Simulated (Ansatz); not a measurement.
# Dimethyl telluride (C₂H₆Te): small, medium and large basis sets

The task here is to estimate one member of a computed series from the others.

Method: one geometry, several basis sets; program: Ansatz 0.2.0, Gaussian basis.

The runs, in order: PBE0-D4/def2-SVP; ωB97M-V/def2-SVP; PBE0-D4/def2-QZVPP; ωB97M-V/def2-QZVPP; the functionals' def2-TZVPP values are taken from earlier runs.

### Structure used throughout

An earlier PBE0-D4 in a triple-zeta def2 set relaxation fixed the geometry. Te takes the def2 core potential; no spin-orbit term is included.

9 atoms, charge 0, spin multiplicity 1.

Atoms are counted from 1 here; the program's logs count them from 0.

Bond lengths: C1–Te2 2.136 Å, C1–H4 1.088 Å, C1–H5 1.089 Å, C1–H6 1.088 Å, Te2–C3 2.136 Å, C3–H7 1.088 Å, C3–H8 1.089 Å, C3–H9 1.088 Å. Angles: Te2–C1–H4 109.8°, Te2–C1–H5 107.3°, Te2–C1–H6 109.8°, H4–C1–H5 109.5°, H4–C1–H6 110.7°, H5–C1–H6 109.5°, C1–Te2–C3 94.5°, Te2–C3–H7 109.8°, Te2–C3–H8 107.3°, Te2–C3–H9 109.8°, H7–C3–H8 109.5°, H7–C3–H9 110.7°, H8–C3–H9 109.5°.

The first run:

Contents of in.yaml:

```yaml
crystal:
  periodic: [false, false, false]
  atoms:
    - {symbol: C, position_ang: [-0.777244, 1.019131, -0.891185]}
    - {symbol: Te, position_ang: [1.243556, 0.371452, -0.645979]}
    - {symbol: C, position_ang: [0.782103, -1.033940, 0.895183]}
    - {symbol: H, position_ang: [-1.399551, 0.180033, -1.196228]}
    - {symbol: H, position_ang: [-0.781498, 1.778461, -1.672257]}
    - {symbol: H, position_ang: [-1.141927, 1.451562, 0.038548]}
    - {symbol: H, position_ang: [0.094088, -1.786499, 0.514802]}
    - {symbol: H, position_ang: [1.716492, -1.510388, 1.189443]}
    - {symbol: H, position_ang: [0.352581, -0.516212, 1.750674]}
basis:
  gaussian: {orbitals: def2-SVP}
hamiltonian: {xc: pbe0, dispersion: d4}
output: {orbitals: {seedname: orbitals}}
```

Among the steps run: PBE0-D4 in def2-SVP; ωB97M-V in def2-SVP; PBE0-D4 in def2-QZVPP; ωB97M-V in def2-QZVPP.

One table of the session follows, with a row left open; its other results are not shown here.

It belongs to the step «Functionals by basis». 

```
functional       basis  HOMO (eV)  LUMO (eV)
   PBE0-D4    def2-SVP      -5.55      -0.08
   PBE0-D4  def2-TZVPP          ?          ?
   PBE0-D4  def2-QZVPP      -5.67      -0.46
   ωB97M-V    def2-SVP      -7.65       1.84
   ωB97M-V  def2-TZVPP      -7.78       1.34
   ωB97M-V  def2-QZVPP      -7.80       1.12
```

Q: Estimate the row for PBE0-D4, def2-TZVPP from the others.

As computed: HOMO (eV): -5.65; LUMO (eV): -0.37. In the column «HOMO (eV)» it lies between PBE0-D4, def2-QZVPP (-5.67) and PBE0-D4, def2-SVP (-5.55).
